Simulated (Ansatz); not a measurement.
# BeCr3 (Pm-3m) in Ansatz: convergence with wavefunction cutoff

Aim: find how far wavefunction cutoff must go before the results for BeCr3 settle, at PBE. This setting moves, with any that are tied to it; all else stays.

All numbers are computed with Ansatz 0.2.0; they aren't measurements. Logs are shortened: lines on timing, memory, paths and dates and some standing lists are left out, and cuts for length are marked.

### 1 The structure

Symmetry: Pm-3m, No. 221, cubic system. The conventional cell has a = 3.511 Å, b = 3.511 Å, c = 3.511 Å, α = 90.00°, β = 90.00°, γ = 90.00°. Cr (site symmetry 4/mmm) is surrounded by 8 Cr at 2.48 Å and 4 Be at 2.48 Å. Be (site symmetry m-3m) is surrounded by 12 Cr at 2.48 Å.

The cell comes from a database or a generator and needn't be the stable form of this composition.

### 2 With wavefunction cutoff 400 eV

input.yaml

```yaml
crystal:
  lattice:
    - [3.511214, 0.0, 0.0]
    - [0.0, 3.511214, 0.0]
    - [0.0, 0.0, 3.511214]
  atoms:
    - { symbol: Cr, position: [0.5, 0.5, 0.0], spin: 3.0 }
    - { symbol: Cr, position: [0.5, 0.0, 0.5], spin: 3.0 }
    - { symbol: Cr, position: [0.0, 0.5, 0.5], spin: 3.0 }
    - { symbol: Be, position: [0.0, 0.0, 0.0] }
hamiltonian:
  xc: pbe
  pseudopotentials: { kind: paw, source: jth }
magnetization:
  spin_polarized: true
kpoints:
  mp_grid: { grid: [6, 6, 6] }
scf:
  occupations: { method: methfessel_paxton, width: 0.1 }
output:
  forces: true
  stress: true
  eigenvalues: true
basis:
  ecutwfc: "400 eV"
```

Potentials or basis: JTH PAW.

Command:

```bash
ansatz run input.yaml --threads 2 --pin off --max-ram 5632MiB --backend cpu --events-out ev --progress --plain --runs-dir out
```

The log of the run:

```text
Warning: basis.ecutwfc = 400 eV is below the records' recommended 1230 eV, and the density's cutoff is lower with it unless basis.ecutrho_ratio is high enough to keep the records' density cutoff: compare with a run at a higher cutoff
Warning: the checks of this Cr dataset prove no rule for summing its radial tables, as where they were carried onto another mesh than they were made on, and Gregory's rule is taken, under which a leading mesh point left out moves its sums only by what lay on the interval it spanned. That does not make them correct, and they differ from Quantum ESPRESSO's on this file; a re-export a fraction of a mesh step off can move them. hamiltonian.pseudopotentials.radial_quadrature: simpson_from_first_knot sums it by `pw.x`'s rule; on a PAW file no value gives `pw.x`'s numbers. What more to know: hamiltonian.pseudopotentials.radial_quadrature, in the input reference
Warning: the checks of this Be dataset prove no rule for summing its radial tables, as where they were carried onto another mesh than they were made on, and Gregory's rule is taken, under which a leading mesh point left out moves its sums only by what lay on the interval it spanned. That does not make them correct, and they differ from Quantum ESPRESSO's on this file; a re-export a fraction of a mesh step off can move them. hamiltonian.pseudopotentials.radial_quadrature: simpson_from_first_knot sums it by `pw.x`'s rule; on a PAW file no value gives `pw.x`'s numbers. What more to know: hamiltonian.pseudopotentials.radial_quadrature, in the input reference
Warning: RAYON_NUM_THREADS=2 ignored (pool sized by the plan → 2); use --threads N
Engine: ansatz 0.2.0, aarch64-unknown-linux-gnu
Pseudopotentials: kind: paw
Pseudopotential: Cr, paw, valence charge 14, recommended cutoff 1230 eV (normal), Cr.paw.azcp
Pseudopotential: Be, paw, valence charge 4, recommended cutoff 1080 eV (normal), Be.paw.azcp
Functional definition: PBE
  parameter kappa = 0.804
  parameter beta = 0.06672455060314922
  exchange = pbe_x(kappa = kappa, mu = beta*pi^2/3)
  correlation = pbe_c(beta = beta)
Crystal: 4 atoms, lattice volume = 43.288 Å³
Basis set: ecut = 400 eV, 751 PW (Γ), exchange–correlation on 60×60×60 points (8 copies of the dense FFT grid, shifted against one another)
Bands: 33, of which v1, the nominal top of the filled ones, is band 23 counted from 1 (22 counted from 0)
Symmetry: 48 space group operations
Space group: Pm-3m (ITA 221), of the structure as read, at distance tolerance 3.5e-5 Å
Magnetic group: BNS 221.92 (UNI 1594), of the structure as read, at distance tolerance 3.5e-5 Å
k-points: 20 of 216
Non-local potential: Cr, projectors of the file, l = 0: 2, l = 1: 2, l = 2: 2
Non-local potential: Be, projectors of the file, l = 0: 2, l = 1: 2
PAW form: soft (Blöchl's): semilocal exchange-correlation on the pseudo side does not see the compensation charge
PAW one-centre angular grid: Cr, 590 points (default); XC on 64 Gauss nodes
PAW one-centre angular grid: Be, 110 points (default); XC on 64 Gauss nodes
[... 26 lines left out ...]
this state was not tested for a lower state beside it, because cold or Methfessel-Paxton smearing, or corrected tetrahedra, fill the levels in a way that the test cannot read (fill_not_monotonic; see scf.lower_state_search)
SCF converged after 14 iterations
Magnetization: 0.0000 μB (23.0000 up, 23.0000 down)
Absolute magnetization: 0.0000 μB (∫|ρ↑−ρ↓|, with the PAW one-centre terms)
Spin contamination: 0.0000 ħ² per cell (⟨S²⟩ above its minimum at these occupations)
Per-site moments (μB) at R_I (Å): [(2.889525046659369e-6, 1.0241563322088212), (2.889525046957349e-6, 1.0241563322088212), (2.8895250466989157e-6, 1.0241563322088212), (-3.3679307235041373e-7, 1.0241563322088212)]
Free energy (F): -10532.257192 eV
Harris-Foulkes:  -10532.257192 eV  (|F-HF|=1.46e-11)
Internal energy: -10532.257227 eV  (E = F + TS)
E sigma→0 (E₀):  -10532.257200 eV
Entropy (-TS):   0.000035 eV (0.009 meV/atom)
Fermi energy:    17.746565 eV
--- Per-component energies (eV) ---
  E_band       = -632.755099
  E_kinetic    = 1305.424631
  E_local      = -4030.436320  (includes V_loc(G=0)·N_el)
  E_nonlocal   = -255.875483
  E_hartree    = 1546.095682
  E_xc         = -412.029244
  E_vxc        = -536.521226  (∫ρ·V_xc dr)
  E_paw        = -3365.355661  (= ΣΔE_a)
  E_vpaw       = -207.537596  (= ΣTr[D̂ρ^β])
  E_aug_tail   = -0.000148  (compensation charges beyond the density's cutoff)
  E_ewald      = -5320.080683
  E_smearing   = 0.000035  (= −TS)
  E_closure    = 0.000000  (closes the sum)
  Σ components = -10532.257192   (vs F -10532.257192, Δ=0.00e0)
--- Forces (eV/Å), atoms counted from 1 ---
  atom   1  Cr    -0.00000000    -0.00000000     0.00000000
  atom   2  Cr    -0.00000000    -0.00000000    -0.00000000
  atom   3  Cr     0.00000000     0.00000000     0.00000000
  atom   4  Be    -0.00000000     0.00000000     0.00000000
  max |Σ_I F_I| component: 5.71e-29 eV/Å
--- Stress (GPa, compression-positive) ---
        6.438415       0.000000       0.000000
       -0.000000       6.438415       0.000000
        0.000000      -0.000000       6.438415
  P = ⅓ Tr σ = 6.4384 GPa (64.384 kbar)
--- Band table (eV; the first three rows and the last of 40) ---
  k-point 0 ↑: bands = ["-81.2393", "-53.9086", "-53.6602", "-53.6602", "-25.5008", "-25.5008", "-25.5008", "-25.0187", "-25.0187", "-25.0187", "-24.7520", "-24.7520", "-24.7520", "9.1527", "12.7739", "14.7196", "14.7196", "14.8499", "14.8499", "14.8499", "18.3926", "18.3926", "18.3926", "19.4744", "19.4744", "19.4744", "19.6493", "19.6493", "20.4654", "20.9052", "20.9052", "20.9052", "28.6398"]
  k-point 1 ↑: bands = ["-81.2501", "-53.8938", "-53.6754", "-53.6605", "-25.4721", "-25.4721", "-25.4569", "-25.0287", "-25.0287", "-25.0229", "-24.8084", "-24.7718", "-24.7718", "9.5232", "12.9834", "14.4813", "14.9495", "14.9518", "14.9518", "15.0149", "17.7519", "17.7519", "18.2312", "18.7699", "19.4694", "19.5171", "19.5171", "19.6555", "20.2047", "20.8867", "21.5470", "21.5470", "28.3941"]
  k-point 2 ↑: bands = ["-81.2550", "-53.8560", "-53.7130", "-53.6603", "-25.4032", "-25.4032", "-25.3337", "-25.0612", "-25.0612", "-25.0312", "-24.9570", "-24.8106", "-24.8106", "10.5599", "13.2476", "13.9079", "15.1824", "15.1824", "15.1903", "15.7710", "17.1450", "17.1450", "17.8774", "17.8933", "18.6798", "18.8947", "18.8947", "19.3943", "19.7914", "20.8577", "23.3057", "23.3057", "27.7435"]
  k-point 19 ↓: bands = ["-81.2657", "-53.7412", "-53.7412", "-53.7412", "-25.7757", "-25.4321", "-25.4321", "-25.4321", "-24.7797", "-24.7797", "-24.7690", "-24.7690", "-24.7690", "12.4627", "14.3234", "14.3234", "14.3234", "16.7196", "16.7196", "16.7196", "16.9380", "16.9380", "16.9380", "18.2675", "18.2675", "18.2675", "18.7420", "18.9910", "18.9910", "20.4764", "20.4764", "20.4764", "24.6099"]
```

Run time: 2.4 s. Hardware: 2 threads of Arm Neoverse V2, shared host; peak memory 0.3 GiB.

What came out:

- Free energy: -10532.2572 eV
- Pressure: 6.4 GPa
- Band gap on the k mesh: none (metal or under the smearing width)
- Net moment: 0.00 μB per cell
- Absolute moment: 0.00 μB per cell

### 3 With wavefunction cutoff 500 eV

input.yaml, as its differences from that of step 2:

```diff
@@ -24,2 +24,2 @@
 basis:
-  ecutwfc: "400 eV"
+  ecutwfc: "500 eV"
```

Potentials or basis: JTH PAW.

Command:

```bash
ansatz run input.yaml --threads 2 --pin off --max-ram 5632MiB --backend cpu --events-out ev --progress --plain --runs-dir out
```

It took 3.3 s on 2 threads of Arm Neoverse V2, shared host; peak memory 0.33 GiB.

What came out:

```yaml
Free_energy: -10532.8696 eV
Pressure: 0.3 GPa
Band_gap_on_the_k_mesh: none (metal or under the smearing width)
Net_moment: 0.00 μB per cell
Absolute_moment: 0.00 μB per cell
```

### 4 With wavefunction cutoff 600 eV

input.yaml, as its differences from that of step 3:

```diff
@@ -24,2 +24,2 @@
 basis:
-  ecutwfc: "500 eV"
+  ecutwfc: "600 eV"
```

Command:

```bash
ansatz run input.yaml --threads 2 --pin off --max-ram 5632MiB --backend cpu --events-out ev --progress --plain --runs-dir out
```

It took 4.3 s on 2 threads of Arm Neoverse V2, shared host; peak memory 0.36 GiB.

Results:

| Item | Value |
| --- | --- |
| Free energy | -10533.0978 eV |
| Pressure | -1.3 GPa |
| Band gap on the k mesh | none (metal or under the smearing width) |
| Net moment | 0.00 μB per cell |
| Absolute moment | 0.00 μB per cell |

### 5 With wavefunction cutoff 700 eV

input.yaml, as its differences from that of step 4:

```diff
@@ -24,2 +24,2 @@
 basis:
-  ecutwfc: "600 eV"
+  ecutwfc: "700 eV"
```

Command:

```bash
ansatz run input.yaml --threads 2 --pin off --max-ram 5632MiB --backend cpu --events-out ev --progress --plain --runs-dir out
```

Wall time 4.9 s (2 threads of Arm Neoverse V2, shared host); peak memory 0.4 GiB.

Results:

- Free energy: -10533.1229 eV
- Pressure: -1.4 GPa
- Band gap on the k mesh: none (metal or under the smearing width)
- Net moment: 0.00 μB per cell
- Absolute moment: 0.00 μB per cell

### 6 With wavefunction cutoff 850 eV

input.yaml, as its differences from that of step 5:

```diff
@@ -24,2 +24,2 @@
 basis:
-  ecutwfc: "700 eV"
+  ecutwfc: "850 eV"
```

Potentials or basis: JTH PAW.

Command:

```bash
ansatz run input.yaml --threads 2 --pin off --max-ram 5632MiB --backend cpu --events-out ev --progress --plain --runs-dir out
```

Run time: 7 s. Hardware: 2 threads of Arm Neoverse V2, shared host; peak memory 0.46 GiB.

The run converged. Its results:

| Property | Result |
| --- | --- |
| Free energy | -10533.1538 eV |
| Pressure | -1.5 GPa |
| Band gap on the k mesh | none (metal or under the smearing width) |
| Net moment | 0.00 μB per cell |
| Absolute moment | 0.00 μB per cell |

### 7 With wavefunction cutoff 1000 eV

input.yaml, as its differences from that of step 6:

```diff
@@ -24,2 +24,2 @@
 basis:
-  ecutwfc: "850 eV"
+  ecutwfc: "1000 eV"
```

Command:

```bash
ansatz run input.yaml --threads 2 --pin off --max-ram 5632MiB --backend cpu --events-out ev --progress --plain --runs-dir out
```

It took 8.7 s on 2 threads of Arm Neoverse V2, shared host; peak memory 0.51 GiB.

It converged, with:

```
Free energy            : -10533.1662 eV
Pressure               : -1.5 GPa
Band gap on the k mesh : none (metal or under the smearing width)
Net moment             : 0.00 μB per cell
Absolute moment        : 0.00 μB per cell
```

### 8 With wavefunction cutoff 1200 eV

input.yaml, as its differences from that of step 7:

```diff
@@ -24,2 +24,2 @@
 basis:
-  ecutwfc: "1000 eV"
+  ecutwfc: "1200 eV"
```

Command:

```bash
ansatz run input.yaml --threads 2 --pin off --max-ram 5632MiB --backend cpu --events-out ev --progress --plain --runs-dir out
```

Wall time 9.1 s (2 threads of Arm Neoverse V2, shared host); peak memory 0.59 GiB.

It converged, with:

| Item | Value |
| --- | --- |
| Free energy | -10533.1695 eV |
| Pressure | -1.6 GPa |
| Band gap on the k mesh | none (metal or under the smearing width) |
| Net moment | 0.00 μB per cell |
| Absolute moment | 0.00 μB per cell |

### 9 With wavefunction cutoff 1400 eV

input.yaml, as its differences from that of step 8:

```diff
@@ -24,2 +24,2 @@
 basis:
-  ecutwfc: "1200 eV"
+  ecutwfc: "1400 eV"
```

Potentials or basis: JTH PAW.

Command:

```bash
ansatz run input.yaml --threads 2 --pin off --max-ram 5632MiB --backend cpu --events-out ev --progress --plain --runs-dir out
```

Run time: 13 s. Hardware: 2 threads of Arm Neoverse V2, shared host; peak memory 0.67 GiB.

It converged, with:

```
Free energy            : -10533.1728 eV
Pressure               : -1.6 GPa
Band gap on the k mesh : none (metal or under the smearing width)
Net moment             : 0.00 μB per cell
Absolute moment        : 0.00 μB per cell
```

### 10 With wavefunction cutoff 1700 eV

input.yaml, as its differences from that of step 9:

```diff
@@ -24,2 +24,2 @@
 basis:
-  ecutwfc: "1400 eV"
+  ecutwfc: "1700 eV"
```

Command:

```bash
ansatz run input.yaml --threads 2 --pin off --max-ram 5632MiB --backend cpu --events-out ev --progress --plain --runs-dir out
```

Run time: 14 s. Hardware: 2 threads of Arm Neoverse V2, shared host; peak memory 0.82 GiB.

Results (log left out):

```
Free energy            : -10533.1743 eV
Pressure               : -1.6 GPa
Band gap on the k mesh : none (metal or under the smearing width)
Net moment             : 0.00 μB per cell
Absolute moment        : 0.00 μB per cell
```

### 11 The series at a glance

```csv
wavefunction cutoff,"energy less the tightest run, at zero smearing (meV/atom)",pressure (GPa),SCF cycles,CPU time (s),peak memory (GiB)
400 eV,229.30,6.44,14,4.5,0.3
500 eV,76.19,0.29,14,6.3,0.33
600 eV,19.14,-1.33,14,8.2,0.36
700 eV,12.85,-1.38,14,9.4,0.4
850 eV,5.13,-1.53,14,13,0.46
1000 eV,2.03,-1.54,14,17,0.51
1200 eV,1.22,-1.56,14,18,0.59
1400 eV,0.39,-1.57,14,25,0.67
1700 eV,0.00,-1.57,14,28,0.82
```

Against the tightest run, the energy stays within 1 meV/atom from 1400 eV on; the pressure stays within 0.1 GPa from 850 eV on. The tightest run that finished is the yardstick and may itself not be fully converged.

Caveats: the starting moments collapsed, and a magnetic state may lie lower; the starting moments weren't kept.
